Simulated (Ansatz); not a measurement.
Wanted: the native input for an Ansatz 0.2.0 run.

| Item | Value |
| --- | --- |
| Task | single point |
| Functional | PBEsol |
| Potentials or basis | Ansatz PAW |
| Cutoff | 420 eV (not typed: the program's choice for these potentials) |
| k mesh | 7 × 7 × 7 |
| Occupations | fermi-dirac, width 0.05 eV |
| Spin | collinear spin, ferromagnetic start |
| Starting moments | [0.0, 0.0, 2.0, 2.0, 2.0, 2.0] μB |

LuInCo4:

```
Lu In Co
1.0
     0.00000    3.50685    3.50685
     3.50685    0.00000    3.50685
     3.50685    3.50685    0.00000
Lu In Co
1 1 4
Cartesian
  1.7076 1.7690 1.7729
  0.0211 0.0198 -0.0045
  4.4050 4.4374 4.3560
  2.6151 2.6432 4.3765
  2.6519 4.2857 2.6261
  4.3638 2.5976 2.5843
```

The cell is a database's computed one.

The cell isn't the ideal one: atoms moved at random, drawn with an rms of 0.05 Å.

These files were run (other wordings do the same):

input.yaml

```yaml
crystal:
  lattice:
    - [0.0, 3.506846, 3.506846]
    - [3.506846, 0.0, 3.506846]
    - [3.506846, 3.506846, 0.0]
  atoms:
    - { symbol: Lu, position: [0.261542, 0.244026, 0.242911] }
    - { symbol: In, position: [-0.000829, -0.000456, 0.006464] }
    - { symbol: Co, position: [0.625691, 0.616464, 0.639649], spin: 2.0 }
    - { symbol: Co, position: [0.627998, 0.619985, 0.125735], spin: 2.0 }
    - { symbol: Co, position: [0.607379, 0.141475, 0.614723], spin: 2.0 }
    - { symbol: Co, position: [0.116639, 0.620289, 0.624087], spin: 2.0 }
hamiltonian:
  xc: pbesol
  pseudopotentials: { kind: paw }
magnetization:
  spin_polarized: true
kpoints:
  mp_grid: { grid: [7, 7, 7] }
scf:
  occupations: { method: fermi_dirac, width: 0.05 }
output:
  forces: true
  stress: true
  eigenvalues: true
```

Potentials or basis: Ansatz PAW.

Command:

```console
$ ansatz run input.yaml --threads 2 --pin off --max-ram 5632MiB --backend cpu --events-out ev --progress --plain --runs-dir out
```

Results of the run:

```yaml
Pressure: -7.0 GPa
Largest_force: 0.574 eV/Å
Band_gap_on_the_k_mesh: none (metal or under the smearing width)
Net_moment: 4.78 μB per cell
Absolute_moment: 5.81 μB per cell
Site_moments: Lu -0.13; In -0.03; Co +1.30, +1.33 μB
```

Caveat: spin-orbit coupling is left out, which moves the levels of the heavy elements; the PAW data sets come from PBE, with cores solved anew for the run's functional, which leaves a small shift of forces and pressure.

Run time: 120 s on 2 threads of Intel(R) Xeon(R) 6975P-C (Granite Rapids) (shared host), peak memory 1.6 GiB.
